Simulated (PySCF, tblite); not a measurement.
# C₄H₉AlO: geometry, infrared bands and NMR shifts

What infrared bands and NMR shifts should C₄H₉AlO (`C/C=C(/C)[O][AlH2]`) show?

Computed with tblite 0.8.0 and PySCF 2.14.0, with density-fitted response routines of our own, on a single molecule in the gas phase. Atoms are numbered from 0 throughout.

**1. The starting structure**

15 atoms, charge 0, multiplicity 1; geometry from: force field or distance geometry start.

Bonds of the start (Å): C0–C1 1.49, C1–C2 1.35, C2–C3 1.48, C2–O4 1.40, O4–Al5 1.86, C0–H6 1.12, C0–H7 1.12, C0–H8 1.10, C1–H9 1.10, C3–H10 1.10, C3–H11 1.13, C3–H12 1.11, Al5–H13 1.62, Al5–H14 1.61.

**2. Optimising the geometry with GFN2-xTB**

What the job is given:

```
{"job": {"kind": "relax", "xc": "GFN2-xTB", "basis": "xTB"}, "charge": 0, "multiplicity": 1}
C     -2.181900     0.274600    -0.257600
C     -1.121900    -0.768600    -0.238100
C      0.154300    -0.436700    -0.509400
C      1.174000    -1.512700    -0.478100
O      0.486300     0.882100    -0.829400
Al     1.611900     1.922300     0.216000
H     -2.706800     0.208100     0.728000
H     -1.669200     1.269600    -0.262700
H     -2.864800     0.154400    -1.106400
H     -1.363700    -1.810400     0.026400
H      2.077900    -1.197000    -1.021800
H      1.443000    -1.738300     0.593700
H      0.728800    -2.446000    -0.879900
H      3.169100     1.858200    -0.215800
H      1.058600     3.348300     0.707500
```

Started as:

```console
> OMP_NUM_THREADS=1 python probes_run.py task.json out
```

One launch serves the whole session: the jobs run in the order shown.

The program printed:

```text
step      E/eV     max force
  0    -497.97915    3.161
  1    -498.32675    2.545
  2    -498.71538    2.516
  3    -498.88507    1.325
  4    -498.99377    0.615
  5    -499.02554    0.618
  6    -499.05669    0.342
  7    -499.07267    0.327
  8    -499.08935    0.283
  9    -499.10723    0.309
 10    -499.12697    0.295
 11    -499.14502    0.318
 12    -499.16070    0.328
 13    -499.17541    0.269
 14    -499.18954    0.329
 15    -499.20081    0.293
 16    -499.20976    0.264
 17    -499.21885    0.226
 18    -499.22974    0.229
 19    -499.24184    0.271
 20    -499.25205    0.246
 21    -499.25856    0.210
 22    -499.26351    0.185
 23    -499.26846    0.145
 24    -499.27258    0.135
 25    -499.27554    0.123
 26    -499.27754    0.159
 27    -499.27913    0.107
 28    -499.28067    0.118
 29    -499.28233    0.119
 30    -499.28385    0.105
 31    -499.28526    0.085
 32    -499.28655    0.090
 33    -499.28775    0.085
 34    -499.28883    0.079
 35    -499.28981    0.092
 36    -499.29078    0.100
 37    -499.29185    0.082
 38    -499.29292    0.082
 39    -499.29377    0.068
 40    -499.29440    0.068
 41    -499.29509    0.081
 42    -499.29610    0.111
 43    -499.29749    0.135
 44    -499.29905    0.113
 45    -499.30056    0.087
 46    -499.30215    0.096
 47    -499.30416    0.147
 48    -499.30653    0.159
 49    -499.30849    0.104
 50    -499.30963    0.075
 51    -499.31043    0.070
 52    -499.31133    0.091
 53    -499.31225    0.097
 54    -499.31290    0.061
 55    -499.31331    0.048
 56    -499.31369    0.060
 57    -499.31412    0.069
 58    -499.31456    0.046
 59    -499.31486    0.040
 60    -499.31508    0.038
 61    -499.31535    0.043
 62    -499.31563    0.042
 63    -499.31584    0.033
 64    -499.31599    0.033
 65    -499.31614    0.030
 66    -499.31635    0.046
 67    -499.31657    0.038
 68    -499.31675    0.027
 69    -499.31688    0.026
 70    -499.31700    0.023
 71    -499.31713    0.026
 72    -499.31723    0.019
 73    -499.31729    0.016
 74    -499.31734    0.018
 75    -499.31738    0.015
 76    -499.31741    0.010
 77    -499.31743    0.011
 78    -499.31745    0.010
```

Wall time 0.35 s (1 thread of Arm Neoverse V2, shared host); peak memory 0.18 GiB.

Step by step: (not every step is listed)

| step | energy from step 0 (eV) | largest force (eV/Å) |
| --- | --- | --- |
| 0 | 0.0000 | 3.1614 |
| 1 | -0.3476 | 2.5452 |
| 2 | -0.7362 | 2.5164 |
| 3 | -0.9059 | 1.3254 |
| 4 | -1.0146 | 0.6155 |
| 5 | -1.0464 | 0.6175 |
| 6 | -1.0775 | 0.3416 |
| 7 | -1.0935 | 0.3274 |
| 8 | -1.1102 | 0.2830 |
| 14 | -1.2104 | 0.3287 |
| 20 | -1.2729 | 0.2464 |
| 26 | -1.2984 | 0.1591 |
| 32 | -1.3074 | 0.0903 |
| 38 | -1.3138 | 0.0821 |
| 44 | -1.3199 | 0.1134 |
| 50 | -1.3305 | 0.0746 |
| 56 | -1.3345 | 0.0605 |
| 62 | -1.3365 | 0.0416 |
| 68 | -1.3376 | 0.0267 |
| 73 | -1.3381 | 0.0164 |
| 74 | -1.3382 | 0.0181 |
| 75 | -1.3382 | 0.0149 |
| 76 | -1.3383 | 0.0099 |
| 77 | -1.3383 | 0.0107 |
| 78 | -1.3383 | 0.0102 |

Close pairs (by a distance rule), those that changed most:

| bond | before (Å) | after (Å) | change (Å) |
| --- | --- | --- | --- |
| O4–Al5 | 1.855 | 1.644 | -0.211 |
| Al5–H13 | 1.617 | 1.532 | -0.085 |
| Al5–H14 | 1.607 | 1.534 | -0.072 |
| C3–H11 | 1.128 | 1.090 | -0.038 |
| C2–O4 | 1.397 | 1.361 | -0.036 |
| C0–H7 | 1.119 | 1.090 | -0.029 |
| C0–H6 | 1.119 | 1.090 | -0.028 |
| C3–H12 | 1.109 | 1.086 | -0.024 |

The end geometry stands in the next job.

**3. Infrared spectrum with GFN2-xTB**

What the job is given:

```
{"job": {"kind": "ir", "xc": "GFN2-xTB", "basis": "xTB"}, "charge": 0, "multiplicity": 1}
C     -2.057439     0.416794    -0.196660
C     -1.089600    -0.711302    -0.336512
C      0.233986    -0.595646    -0.310186
C      1.183670    -1.748486    -0.446406
O      0.849024     0.607697    -0.152129
Al     1.478815     2.113958     0.038799
H     -2.660999     0.285285     0.701618
H     -1.534339     1.370698    -0.129839
H     -2.733008     0.442242    -1.051434
H     -1.515627    -1.694864    -0.463121
H      1.877159    -1.557056    -1.264745
H      1.767732    -1.854657     0.467931
H      0.646136    -2.672164    -0.637139
H      2.978128     2.323478    -0.195345
H      0.571947     3.282013     0.447601
```

The program printed:

```text
mode    cm-1     km/mol
  1      48.9      0.02
  2      87.0      0.49
  3      95.7      0.16
  4     125.4      0.14
  5     155.0      0.79
  6     234.0      2.10
  7     256.7      0.86
  8     385.2      2.48
  9     410.2     59.22
 10     519.9      0.57
 11     562.2      3.76
 12     599.8      3.08
 13     601.1    176.50
 14     800.4      8.05
 15     829.9    283.81
 16     925.4     11.39
 17    1014.8      2.89
 18    1026.9      4.02
 19    1052.9      9.17
 20    1092.2    122.00
 21    1133.0      9.41
 22    1225.4    119.81
 23    1316.2    197.95
 24    1393.5      9.35
 25    1403.6      8.75
 26    1461.7      5.20
 27    1470.4      4.85
 28    1473.7      5.03
 29    1481.4      1.26
 30    1734.2     49.28
 31    1832.1    439.63
 32    1851.4    129.97
 33    2991.7     26.24
 34    2998.5     26.15
 35    3002.9     21.55
 36    3007.8     41.01
 37    3013.8     23.67
 38    3058.5     20.02
 39    3088.5     46.47
```

It took 0.32 s on 1 thread of Arm Neoverse V2, shared host; peak memory 0.18 GiB.

The strongest bands and the atoms that carry them (share of the mass-weighted mode):

| cm⁻¹ | km/mol | atoms |
| --- | --- | --- |
| 410 | 59.2 | H13 40 %, H14 30 %, O4 13 % |
| 601 | 176.5 | H14 42 %, H13 41 %, Al5 14 % |
| 830 | 283.8 | H14 44 %, H13 41 % |
| 1092 | 122.0 | O4 28 %, C2 14 %, C1 10 % |
| 1225 | 119.8 | H9 30 %, C2 28 %, O4 21 % |
| 1316 | 197.9 | H9 36 %, C2 31 %, O4 16 % |
| 1832 | 439.6 | H14 81 %, H13 14 % |
| 1851 | 130.0 | H13 82 %, H14 16 % |

**4. Shielding tensors: PBE0/pcSseg-1**

Settings changed since step 3:

```diff
@@ -1,2 +1,2 @@
-{"job": {"kind": "ir", "xc": "GFN2-xTB", "basis": "xTB"}, "charge": 0, "multiplicity": 1}
+{"job": {"kind": "nmr", "xc": "PBE0", "basis": "pcSseg-1"}, "charge": 0, "multiplicity": 1}
 C     -2.057439     0.416794    -0.196660
```

Method: GIAO PBE0/pcSseg-1 NMR shielding, non-relativistic, gas phase.

The program printed:

```text
coarse grid: 12640 points
cycle   1  E = -474.9255655753  dE =  5.665e-01  |g| = 7.417e-01  |ddm| = 3.382e+00
cycle   2  E = -474.7535494908  dE =  1.720e-01  |g| = 1.197e+00  |ddm| = 1.371e+00
cycle   3  E = -475.0298731973  dE = -2.763e-01  |g| = 1.498e-01  |ddm| = 9.794e-01
cycle   4  E = -475.0336672409  dE = -3.794e-03  |g| = 6.450e-02  |ddm| = 1.510e-01
cycle   5  E = -475.0345908643  dE = -9.236e-04  |g| = 2.194e-02  |ddm| = 6.658e-02
cycle   6  E = -475.0347073295  dE = -1.165e-04  |g| = 4.473e-03  |ddm| = 1.994e-02
cycle   7  E = -475.0347122308  dE = -4.901e-06  |g| = 3.758e-04  |ddm| = 3.592e-03
final grid: 116280 points
cycle   8  E = -475.0811594529  dE = -2.226e-05  |g| = 1.075e-02  |ddm| = 2.387e-02
cycle   9  E = -475.0811348073  dE =  2.465e-05  |g| = 1.586e-02  |ddm| = 1.797e-02
cycle  10  E = -475.0811818154  dE = -4.701e-05  |g| = 2.017e-03  |ddm| = 1.147e-02
cycle  11  E = -475.0811827402  dE = -9.247e-07  |g| = 2.318e-04  |ddm| = 1.770e-03
cycle  12  E = -475.0811827485  dE = -8.317e-09  |g| = 1.311e-04  |ddm| = 2.780e-04
cycle  13  E = -475.0811827525  dE = -3.987e-09  |g| = 2.526e-05  |ddm| = 1.182e-04
cycle  14  E = -475.0811827526  dE = -1.664e-10  |g| = 4.820e-06  |ddm| = 3.291e-05
converged SCF energy = -475.0811827526

GIAO shielding tensors (ppm)
atom      isotropic    diamagn.    paramagn.     s11        s22        s33       span
  0 C      171.960     247.600     -75.640    157.071    175.707    183.101     26.030
  1 C       77.353     257.246    -179.893    -18.817    103.733    147.143    165.960
  2 C       30.921     250.906    -219.985    -73.177     68.782     97.158    170.335
  3 C      161.052     247.255     -86.203    140.577    154.401    188.178     47.601
  4 O      173.379     401.547    -228.168     54.617    136.588    328.933    274.316
  5 Al     397.192     796.237    -399.046    314.744    382.324    494.506    179.762
  6 H       30.100      29.250       0.850     25.748     27.504     37.048     11.300
  7 H       29.413      31.587      -2.174     24.702     30.252     33.286      8.585
  8 H       30.150      28.691       1.459     25.777     27.603     37.071     11.294
  9 H       26.959      33.098      -6.139     23.807     26.462     30.609      6.802
 10 H       29.679      28.621       1.059     26.190     27.991     34.858      8.669
 11 H       29.624      29.027       0.597     26.272     27.658     34.942      8.670
 12 H       29.942      29.346       0.596     25.851     29.153     34.822      8.972
 13 H       27.234      29.465      -2.231     23.449     25.304     32.950      9.501
 14 H       27.066      29.709      -2.644     23.192     25.790     32.215      9.023
```

Wall time 16 s (1 thread of Arm Neoverse V2, shared host); peak memory 0.72 GiB.

The references, computed at this level on geometries of the same kind, shield at (ppm): 1H TMS 31.72, 13C TMS 186.9, 17O H2O 336.1, 27Al AlH4- 490.0. Their shielding less the atom's gives the shift. The references are single molecules in the gas phase, so shifts against H2O, NH3, PH3, H3PO4 or CFCl3 are not on the usual liquid scales and can be off by tens of ppm. Shifts against hydride references such as AlH4− lie on their own scale. Atoms listed in one row are averaged.

| atoms | environment | σ (ppm) | δ (ppm) |
| --- | --- | --- | --- |
| C2 | alkene carbon bearing oxygen | 30.9 | 156.0 |
| C1 | β carbon of an enol-ether or enamine type C=C | 77.4 | 109.6 |
| C3 | allylic methyl carbon | 161.1 | 25.9 |
| C0 | allylic methyl carbon | 172.0 | 15.0 |
| H9 | hydrogen on a β carbon of an enol-ether or enamine type C=C | 26.96 | 4.76 |
| H13, H14 | hydrogen on an aluminium bonded to O | 27.15 | 4.57 |
| H10, H11, H12 | hydrogen on an allylic methyl carbon | 29.75 | 1.97 |
| H6, H7, H8 | hydrogen on an allylic methyl carbon | 29.89 | 1.83 |
| O4 | oxygen bonded to C, Al | 173.4 | 162.7 |
| Al5 | aluminium bonded to O, 2 H | 397.2 | 92.8 |

Charges from the same density, by scheme (e):

| atoms | Mulliken | IAO | Hirshfeld | ESP fit |
| --- | --- | --- | --- | --- |
| C0 | -0.21 | -0.42 | -0.12 | -0.37 |
| C1 | -0.31 | -0.22 | -0.08 | -0.14 |
| C2 | 0.20 | 0.21 | 0.07 | 0.16 |
| C3 | -0.20 | -0.43 | -0.12 | -0.72 |
| O4 | -0.74 | -0.62 | -0.26 | -0.32 |
| Al5 | 0.93 | 0.91 | 0.56 | 0.96 |

Mayer bond orders: C0–C1 1.07, C1–C2 1.78, C2–C3 1.06, C2–O4 0.87, O4–Al5 0.89.

**5. Outcome**

| quantity | value |
| --- | --- |
| strongest single infrared mode (GFN2-xTB) | 1832 cm⁻¹, 440 km/mol |
| zero-point energy (GFN2-xTB) | 71.1 kcal/mol |
| 13C shifts against TMS (PBE0/pcSseg-1) | 156.0, 109.6, 25.9, 15.0 ppm |
| 1H shifts against TMS (PBE0/pcSseg-1, means over atoms taken as alike) | 4.76, 4.57, 1.97, 1.83 ppm |
| 17O shifts against H2O (PBE0/pcSseg-1) | 162.7 ppm |
| 27Al shifts against AlH4- (PBE0/pcSseg-1) | 92.8 ppm |

**Reading.** The optimisation took 78 steps and gained 1.338 eV; among the close pairs (by a distance rule), O4–Al5 changed most, from 1.855 to 1.644 Å. All 39 modes are real, so the xTB geometry is a minimum. The strongest single mode, at 1832 cm⁻¹, moves mainly H14. GFN2-xTB is a fitted tight-binding method: band positions and strengths are rough. Its intensities can rank the bands wrongly. The most deshielded carbon is C2 (alkene carbon bearing oxygen), at 156.0 ppm: an sp2 carbon further deshielded by the attached heteroatom. At PBE0/pcSseg-1: The widest tensor belongs to O4: span 274 ppm, with a paramagnetic part of -228 ppm.
